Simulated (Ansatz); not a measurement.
Born–Oppenheimer molecular dynamics of a periodic cell of 24 atoms, AlO2 (start crystal AlO2, start structure Pnma, volume 1.05 times the crystal's). It starts from an unrelaxed structure (largest force component 1.35 eV/Å).

Computed with Ansatz 0.2.0, DFT PBE, scalar-relativistic, plane waves, PAW. Settings: accuracy low, cutoff 420 eV, k mesh 4x4x4, fermi-dirac smearing 0.24 eV, no spin polarisation.

```json
{
  "ensemble": "NVT, Langevin thermostat",
  "time step": "0.75 fs",
  "steps asked": "90",
  "set temperature": "2800 K",
  "friction": "0.02 /fs",
  "seed": "520299"
}
```

Frames 7.5 fs apart, positions in Å.

Velocities at 0 fs (Å/ps):

```
Al -11.75 -12.20 9.36
Al 5.29 9.19 -0.59
Al -12.44 0.48 0.81
Al 20.74 2.04 -4.50
O 6.43 -3.45 -4.95
O -1.70 -19.00 23.87
O 10.82 -7.25 -9.68
O 6.01 -5.68 -14.09
O -9.60 0.34 1.62
O -15.98 6.45 -7.03
O -6.96 12.67 23.26
O 2.38 10.05 14.19
Al 3.46 -1.01 4.68
Al 2.34 2.48 -7.89
Al 21.02 19.56 -2.71
Al 1.87 15.51 -0.69
O 3.65 -2.87 8.85
O -3.81 -7.09 5.42
O -19.39 1.66 -20.05
O 11.83 -4.59 -5.14
O 8.73 -14.23 -8.94
O -24.29 -10.91 -9.15
O -17.14 -18.36 -7.46
O -2.50 1.46 11.89
```

```xyz
24
Lattice="0.0000 2.8866 4.4925 9.5948 0.0000 4.4925 9.5948 2.8866 0.0000" Properties=species:S:1:pos:R:3 time_fs=0 energy_less_start_eV=0.000 T=2683
Al 10.996 3.608 4.277
Al 8.194 5.051 4.708
Al 3.397 2.165 2.031
Al 6.198 0.722 2.462
O 7.685 3.608 5.782
O 1.909 2.165 3.203
O 6.707 2.165 3.536
O 2.888 0.722 0.957
O 9.057 0.722 3.603
O 10.132 2.165 5.382
O 5.335 2.165 1.357
O 13.855 3.608 3.136
Al 10.996 0.722 4.277
Al 8.194 2.165 4.708
Al 12.991 5.051 6.523
Al 15.793 3.608 6.954
O 17.280 3.608 5.782
O 11.504 2.165 3.203
O 16.302 5.051 8.028
O 12.483 3.608 5.449
O 9.057 3.608 3.603
O 10.132 5.051 5.382
O 5.335 2.165 5.849
O 13.855 3.608 7.628
24
Lattice="0.0000 2.8866 4.4925 9.5948 0.0000 4.4925 9.5948 2.8866 0.0000" Properties=species:S:1:pos:R:3 time_fs=7.5 energy_less_start_eV=1.651 T=1985
Al 10.964 3.536 4.356
Al 8.225 5.092 4.676
Al 3.324 2.159 2.042
Al 6.315 0.719 2.440
O 7.707 3.605 5.717
O 1.892 2.059 3.375
O 6.762 2.129 3.463
O 2.935 0.682 0.861
O 9.010 0.716 3.686
O 10.017 2.185 5.298
O 5.276 2.245 1.541
O 13.900 3.705 3.169
Al 11.041 0.694 4.303
Al 8.208 2.191 4.664
Al 13.104 5.170 6.473
Al 15.800 3.714 6.970
O 17.277 3.601 5.838
O 11.507 2.131 3.268
O 16.184 5.069 7.871
O 12.587 3.542 5.424
O 9.066 3.458 3.556
O 9.913 5.002 5.299
O 5.195 2.067 5.775
O 13.842 3.561 7.718
24
Lattice="0.0000 2.8866 4.4925 9.5948 0.0000 4.4925 9.5948 2.8866 0.0000" Properties=species:S:1:pos:R:3 time_fs=15 energy_less_start_eV=4.239 T=1270
Al 10.947 3.500 4.387
Al 8.275 5.094 4.623
Al 3.270 2.145 2.114
Al 6.373 0.735 2.390
O 7.700 3.606 5.649
O 1.850 2.040 3.498
O 6.799 2.115 3.453
O 2.975 0.683 0.766
O 8.962 0.714 3.715
O 9.925 2.209 5.197
O 5.162 2.228 1.649
O 13.945 3.792 3.083
Al 11.044 0.660 4.330
Al 8.234 2.133 4.654
Al 13.167 5.223 6.432
Al 15.789 3.726 6.969
O 17.272 3.618 5.871
O 11.476 2.106 3.364
O 16.171 5.121 7.856
O 12.595 3.539 5.423
O 9.083 3.350 3.488
O 9.743 4.991 5.230
O 5.095 1.974 5.730
O 13.824 3.451 7.775
24
Lattice="0.0000 2.8866 4.4925 9.5948 0.0000 4.4925 9.5948 2.8866 0.0000" Properties=species:S:1:pos:R:3 time_fs=22.5 energy_less_start_eV=4.413 T=1553
Al 10.885 3.504 4.447
Al 8.225 5.107 4.525
Al 3.222 2.158 2.207
Al 6.411 0.762 2.397
O 7.647 3.642 5.564
O 1.860 2.068 3.526
O 6.798 2.188 3.496
O 3.016 0.753 0.766
O 8.894 0.699 3.731
O 9.877 2.256 5.172
O 5.067 2.194 1.733
O 13.998 3.896 2.907
Al 11.058 0.622 4.371
Al 8.260 2.041 4.641
Al 13.219 5.182 6.395
Al 15.784 3.686 6.955
O 17.257 3.590 5.845
O 11.502 2.111 3.399
O 16.261 5.154 7.913
O 12.524 3.619 5.421
O 9.151 3.289 3.361
O 9.772 4.903 5.170
O 5.114 1.888 5.776
O 13.832 3.345 7.809
24
Lattice="0.0000 2.8866 4.4925 9.5948 0.0000 4.4925 9.5948 2.8866 0.0000" Properties=species:S:1:pos:R:3 time_fs=30 energy_less_start_eV=4.510 T=2219
Al 10.829 3.535 4.548
Al 8.103 5.120 4.423
Al 3.167 2.185 2.243
Al 6.432 0.763 2.409
O 7.523 3.714 5.419
O 1.880 2.042 3.524
O 6.774 2.275 3.519
O 3.027 0.837 0.807
O 8.824 0.734 3.639
O 9.823 2.246 5.177
O 5.020 2.178 1.814
O 14.092 3.909 2.799
Al 11.014 0.596 4.377
Al 8.253 2.042 4.614
Al 13.212 5.095 6.336
Al 15.716 3.684 6.940
O 17.194 3.517 5.761
O 11.546 2.125 3.415
O 16.355 5.204 7.923
O 12.410 3.705 5.574
O 9.168 3.256 3.274
O 9.931 4.782 5.231
O 5.189 1.796 5.903
O 13.873 3.325 7.824
24
Lattice="0.0000 2.8866 4.4925 9.5948 0.0000 4.4925 9.5948 2.8866 0.0000" Properties=species:S:1:pos:R:3 time_fs=37.5 energy_less_start_eV=5.431 T=1812
Al 10.825 3.542 4.625
Al 7.979 5.155 4.396
Al 3.120 2.204 2.248
Al 6.483 0.750 2.417
O 7.359 3.735 5.328
O 1.873 1.959 3.475
O 6.725 2.374 3.479
O 3.011 0.831 0.861
O 8.772 0.740 3.477
O 9.800 2.191 5.218
O 4.957 2.088 1.795
O 14.269 3.857 2.779
Al 10.957 0.578 4.396
Al 8.172 2.113 4.558
Al 13.180 5.042 6.293
Al 15.682 3.671 6.903
O 17.172 3.412 5.689
O 11.551 2.155 3.439
O 16.325 5.224 7.850
O 12.299 3.736 5.753
O 9.139 3.248 3.237
O 10.053 4.775 5.324
O 5.269 1.763 5.995
O 13.864 3.364 7.842
24
Lattice="0.0000 2.8866 4.4925 9.5948 0.0000 4.4925 9.5948 2.8866 0.0000" Properties=species:S:1:pos:R:3 time_fs=45 energy_less_start_eV=4.964 T=2038
Al 10.898 3.498 4.614
Al 7.944 5.138 4.445
Al 3.082 2.240 2.263
Al 6.604 0.771 2.379
O 7.241 3.764 5.299
O 1.861 1.967 3.392
O 6.676 2.419 3.432
O 2.999 0.833 0.961
O 8.782 0.744 3.368
O 9.900 2.084 5.272
O 4.905 2.038 1.732
O 14.414 3.813 2.829
Al 10.897 0.596 4.451
Al 8.109 2.172 4.509
Al 13.146 4.991 6.291
Al 15.743 3.629 6.916
O 17.139 3.320 5.629
O 11.582 2.225 3.427
O 16.244 5.144 7.708
O 12.129 3.680 5.864
O 9.139 3.231 3.159
O 10.010 4.898 5.431
O 5.190 1.864 5.965
O 13.880 3.442 7.825
24
Lattice="0.0000 2.8866 4.4925 9.5948 0.0000 4.4925 9.5948 2.8866 0.0000" Properties=species:S:1:pos:R:3 time_fs=52.5 energy_less_start_eV=5.966 T=1954
Al 10.936 3.425 4.577
Al 7.975 5.167 4.461
Al 3.107 2.325 2.270
Al 6.711 0.823 2.334
O 7.187 3.705 5.212
O 1.866 2.020 3.316
O 6.729 2.380 3.416
O 2.976 0.834 1.076
O 8.765 0.670 3.277
O 9.960 1.968 5.262
O 4.849 1.993 1.683
O 14.491 3.831 2.867
Al 10.844 0.622 4.499
Al 8.083 2.244 4.519
Al 13.082 4.971 6.333
Al 15.798 3.605 6.919
O 17.038 3.351 5.589
O 11.673 2.243 3.507
O 16.253 4.992 7.627
O 11.972 3.583 5.894
O 9.106 3.212 3.130
O 9.899 4.996 5.501
O 5.118 1.982 5.873
O 13.905 3.562 7.767
24
Lattice="0.0000 2.8866 4.4925 9.5948 0.0000 4.4925 9.5948 2.8866 0.0000" Properties=species:S:1:pos:R:3 time_fs=60 energy_less_start_eV=4.691 T=2267
Al 10.902 3.389 4.477
Al 8.073 5.199 4.457
Al 3.150 2.351 2.250
Al 6.772 0.875 2.348
O 7.184 3.704 5.146
O 1.810 2.081 3.451
O 6.812 2.256 3.363
O 2.891 0.785 1.201
O 8.694 0.648 3.308
O 9.961 1.918 5.234
O 4.807 1.953 1.693
O 14.539 3.826 2.823
Al 10.830 0.599 4.536
Al 8.132 2.304 4.568
Al 12.980 4.943 6.359
Al 15.787 3.595 6.854
O 16.871 3.537 5.551
O 11.817 2.201 3.506
O 16.302 4.883 7.600
O 11.866 3.643 5.888
O 9.052 3.209 3.155
O 9.800 5.106 5.483
O 5.125 2.091 5.744
O 13.854 3.681 7.649
```

Of the whole run (68 fs, mean temperature of the second half 2044 K): The mean temperature of the second half is 27 % below the set value. A run of 0.068 ps of so small a system gives no equilibrium averages. Limits of this set-up: coarse k mesh, low accuracy level.

The run took 16 min on 4 threads of Intel(R) Xeon(R) Platinum 8375C CPU @ 2.90GHz (Ice Lake), with other jobs on the host, peak memory 1.6 GiB.
